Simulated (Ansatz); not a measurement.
**HfOs: one contact scaled**

The task here is to estimate one member of a computed series from the others.

Computed with Ansatz 0.2.0 (DFT PBEsol, with the methods named in each step, unless a step's input says otherwise).

1 further run of the same task is left out (it didn't finish). Runs told in other sessions of the task aren't counted.

## The structure to begin with

Symmetry: Pm-3m, No. 221, cubic system. Conventional cell: a = 3.239 Å, b = 3.239 Å, c = 3.239 Å, α = 90.00°, β = 90.00°, γ = 90.00°. Around Hf (site symmetry m-3m) lie 8 Os at 2.81 Å. Os (site symmetry m-3m) has 8 Hf at 2.81 Å in its first shell of neighbours.

As a file:

```xyz
2
Lattice="3.2390 0.0000 0.0000 0.0000 3.2390 0.0000 0.0000 0.0000 3.2390" Properties=species:S:1:pos:R:3 pbc="T T T"
Hf    0.0000    0.0000    0.0000
Os    1.6195    1.6195    1.6195
```

Atoms are numbered in the order of the input: Hf1, Os2.

The first run:

The input, input.yaml:

```yaml
crystal:
  lattice:
    - [3.239, 0.0, 0.0]
    - [0.0, 3.239, 0.0]
    - [0.0, 0.0, 3.239]
  atoms:
    - { symbol: Hf, position: [0.0, 0.0, 0.0] }
    - { symbol: Os, position: [0.5, 0.5, 0.5] }
kpoints:
  mp_grid: { grid: [9, 9, 9] }
scf:
  occupations: { method: fermi_dirac, width: 0.05 }
hamiltonian:
  xc: pbesol
  pseudopotentials: { kind: all_electron, lapw: { basis_error: 0.001 } }
output:
  forces: true
  stress: true
  eigenvalues: true
  populations: true
```

Launch:

```console
> ansatz run input.yaml --threads 1 --pin off --max-ram 2048MiB --backend cpu --events-out ev --progress --plain --runs-dir out
```

Among the steps run: The bond as given, LAPW; Shortest bond scaled by 1, crystal datasets; Shortest bond scaled by 1.1, LAPW; Shortest bond scaled by 0.88, LAPW; Shortest bond scaled by 0.82, LAPW; Shortest bond scaled by 0.82, norm-conserving; Shortest bond scaled by 0.58, norm-conserving.

One table of the session follows, with a row left open; its other results are not shown here.

| method | length (Å) | force along the bond (eV/Å) | pressure (GPa) | largest force (eV/Å) |
| --- | --- | --- | --- | --- |
| LAPW | 2.300 | ? | ? | ? |
| LAPW | 2.468 | 3.055 | 6.07 | 3.055 |
| LAPW | 2.805 | 0.000 | -2.80 | 0.000 |
| LAPW | 3.086 | -2.354 | 3.31 | 2.354 |
| PAW | 1.627 | 71.454 | 207.36 | 71.454 |
| PAW | 2.300 | 6.165 | 18.12 | 6.165 |
| PAW | 2.468 | 3.060 | 6.05 | 3.060 |
| PAW | 2.805 | 0.000 | -2.83 | 0.000 |
| PAW | 3.086 | -2.356 | 3.29 | 2.357 |
| PAW (source ansatz) | 1.627 | 65.605 | 192.72 | 65.605 |
| crystal datasets | 2.805 | 0.000 | -2.80 | 0.000 |
| norm-conserving | 1.627 | 62.440 | 185.23 | 62.440 |
| norm-conserving | 2.300 | 5.983 | 17.43 | 5.983 |

Q: Estimate the row for LAPW, 2.300 from the others.

As computed: force along the bond (eV/Å): 6.147; pressure (GPa): 18.08; largest force (eV/Å): 6.147. In the column «force along the bond (eV/Å)» it lies between norm-conserving, 2.300 (5.983) and PAW, 2.300 (6.165).

To keep in mind: Rows by PAW come from runs of the same series that aren't printed here. Warnings in the runs' records: crystal datasets made, gradients without spin orbit, pseudo functional mismatch.
